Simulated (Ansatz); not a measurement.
Y on several prototypes: a ranking of structure types by relaxed energy, run with Ansatz 0.2.0, Python API.

Script `y.py`:
```python
"""Y on common prototypes, each relaxed."""

import ansatz as az
import numpy as np
import spglib

SETTINGS = {
    "functional": "pbesol",
    "ecut": 460,
    "k_spacing": 0.16,
    "occupations": "cold",
    "smearing_width": 0.1,
}


def bcc(A, a):
    return (
        az.Lattice.bcc(a)
        .space_group(229)
        .atom(A, [0, 0, 0])
        .primitive()
    )


def sc(A, a):
    return (
        az.Lattice.cubic(a)
        .space_group(221)
        .atom(A, [0, 0, 0])
    )


def fcc(A, a):
    return (
        az.Lattice.fcc(a)
        .space_group(225)
        .atom(A, [0, 0, 0])
        .primitive()
    )


def hcp(first, a):
    return (
        az.Lattice.from_parameters(a, a, 1.633 * a, alpha=90, beta=90, gamma=120)
        .space_group(194)
        .atom(first, [1 / 3, 2 / 3, 0.25])
    )


def diamond(a_site, a):
    return (
        az.Lattice.fcc(a)
        .space_group(227, origin_choice=1)
        .atom(a_site, [0, 0, 0])
        .primitive()
    )


def solve(name, crystal, relax=True):
    calc = crystal.calculation()
    calc = calc.functional(SETTINGS["functional"]).basis(SETTINGS["ecut"])
    calc = calc.kpoints(spacing=SETTINGS["k_spacing"]).occupations(SETTINGS["occupations"], width=SETTINGS["smearing_width"])
    calc = calc.stress()
    calc = calc.band_table()
    if relax:
        calc = calc.relax(force_tolerance=0.01, cell=True)
    return calc.run(threads=1, pin="off")

def bulk_modulus(name, outcome, step=0.02):
    # B = -V dP/dV from the pressures of two uniformly scaled cells, atoms held at their fractions
    pressure = []
    for factor in (1 - step, 1.0, 1 + step):
        cell = az.Crystal(lattice=az.Lattice.of(outcome.lattice.cell_ang * factor ** (1 / 3)))
        for site in outcome.report["lattice"]["sites"]:
            cell = cell.atom(site["symbol"], site["position_frac"])
        pressure.append(np.trace(solve(name, cell, relax=False).report["stress_gpa"]) / 3)
    slope, bend = (pressure[0] - pressure[2]) / (2 * step), abs(pressure[0] + pressure[2] - 2 * pressure[1])
    # a jump of mesh or basis between the cells shows as a kink: no modulus then
    return float(slope) if bend < 12 * step**2 * abs(slope) + 0.15 and abs(pressure[1]) < 1.5 else float("nan")

def relaxed_twice(name, crystal):
    # the second pass draws mesh and plane waves anew for the relaxed cell
    first = solve(name, crystal)
    again = az.Crystal(lattice=az.Lattice.of(first.lattice.cell_ang))
    for site in first.report["lattice"]["sites"]:
        again = again.atom(site["symbol"], site["position_frac"])
    return solve(name, again)


def pressure_gpa(outcome):
    return float(np.trace(outcome.report["stress_gpa"]) / 3)


def space_group(outcome):
    sites = outcome.report["lattice"]["sites"]
    kinds = sorted({site["symbol"] for site in sites})
    cell = (outcome.lattice.cell_ang, [site["position_frac"] for site in sites], [kinds.index(site["symbol"]) for site in sites])
    return spglib.get_spacegroup(cell, symprec=0.01)

# a is a first guess in angstrom
phases = {}
phases["bcc"] = bcc("Y", 4.04)
phases["sc"] = sc("Y", 3.31)
phases["fcc"] = fcc("Y", 5.09)
phases["hcp"] = hcp("Y", 3.6)
phases["diamond"] = diamond("Y", 7.0)

done = {}
for name, crystal in phases.items():
    done[name] = relaxed_twice(name, crystal)
    print(f"{name}: {done[name].report['energy_sigma0_ev']:.4f} eV, {len(done[name].lattice.sites)} atoms")

energy = {name: o.report["energy_sigma0_ev"] / len(o.lattice.sites) for name, o in done.items()}
lowest = min(energy.values())
rows = [(name, len(o.lattice.sites), 1000 * (energy[name] - lowest), pressure_gpa(o), space_group(o), bulk_modulus(name, o)) for name, o in done.items()]
rows.sort(key=lambda row: row[2])
print("     phase       atoms  dE (meV/atom)     P (GPa)  space group     B (GPa)")
for row in rows:
    print(f"{str(row[0]):>10}  {row[1]:10d}  {row[2]:13.1f}  {row[3]:10.2f}  {str(row[4]):>11}  {row[5]:10.0f}")
print("lowest in energy:", rows[0][0])
```

Which of these structures comes out lowest, and how far apart are they?

By space group at the end of each run: P6_3/mmc (+0 meV an atom, 31.3 Å³), Fm-3m (+20 meV an atom, 30.8 Å³), Im-3m (+129 meV an atom, 31.3 Å³), Pm-3m (+797 meV an atom, 32.7 Å³) and Fd-3m (+2008 meV an atom, 39.6 Å³).

The output:

Running `python y.py` prints:
```text
bcc: -3794.9442 eV, 1 atoms
sc: -3794.2763 eV, 1 atoms
fcc: -3795.0530 eV, 1 atoms
hcp: -7590.1463 eV, 2 atoms
diamond: -7586.1309 eV, 2 atoms
     phase       atoms  dE (meV/atom)     P (GPa)  space group     B (GPa)
       hcp           2            0.0        0.01  P6_3/mmc (194)          39
       fcc           1           20.1        0.03  Fm-3m (225)          42
       bcc           1          128.9        0.02  Im-3m (229)          43
        sc           1          796.9       -0.00  Pm-3m (221)          26
   diamond           2         2007.7       -0.01  Fd-3m (227)          20
lowest in energy: hcp
```

Reading the output:
- Absolute energies stand on the zero of these potentials, so only differences at equal settings mean something.
- Pressure is positive in compression.
- The cells are built on prototypes, so most aren't the phase found in nature. Rows bear the name of their start, and a relaxation keeps or raises the symmetry. Differences under 10 to 15 meV an atom lie within the error of mesh and functional.
- The whole script took 2.3 min on 1 thread of Arm Neoverse V2 (shared host), peak memory 0.51 GiB.
